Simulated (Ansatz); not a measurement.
**BH₂Se radical: a relaxation**

Aim: see where a relaxation from this start ends.

Computed with Ansatz 0.2.0, Gaussian basis. Level: PBE0-D4/def2-mTZVP, unrestricted.

1 further run of the same task is left out (it didn't finish).

### Step 1. Where the work starts

The start, displaced at random: SMILES `B[Se]`, 4 atoms, charge 0, spin multiplicity 2.

Atoms are counted from 1 here; the program's logs count them from 0.

Bond lengths: B1–Se2 1.902 Å, B1–H3 1.335 Å, B1–H4 1.043 Å. Angles: Se2–B1–H3 112.8°, Se2–B1–H4 124.4°, H3–B1–H4 121.9°.

As a file:

```xyz
4
BH2Se
B    -0.15097    0.12306   -0.11481
Se    1.51627   -0.34840    0.67090
H    -1.13005   -0.72714    0.20111
H    -0.27140    0.85594   -0.84754
```

### Step 2. The relaxation

run/in.yaml reads:

```yaml
crystal:
  periodic: [false, false, false]
  atoms:
    - {symbol: B, position_ang: [-0.150973, 0.123058, -0.114812]}
    - {symbol: Se, position_ang: [1.516268, -0.348398, 0.670895]}
    - {symbol: H, position_ang: [-1.130048, -0.727142, 0.201106]}
    - {symbol: H, position_ang: [-0.271397, 0.855936, -0.847539]}
basis:
  gaussian: {orbitals: def2-mTZVP}
magnetization: {spin_polarized: true, initial_magnetization: 1}
hamiltonian: {xc: pbe0, dispersion: d4}
relax: {f_tol: 0.01, max_steps: 80, max_displacement: 0.5}
```

On the command line:

```sh
> ansatz run in.yaml --threads 2 --pin off --events-out ev --progress --plain --max-ram 3481MiB
```

**Question.** What will these runs give? Wanted: energy change; last largest force; RMSD from the start.

As calculated:

| quantity | value |
| --- | --- |
| steps | 6 |
| energy change | -54.0 kJ/mol |
| last largest force | 0.0037 eV/Å |
| RMSD from the start | 0.073 Å |

**Reading.** It converged in 6 steps at a force tolerance of 0.01 eV/Å.
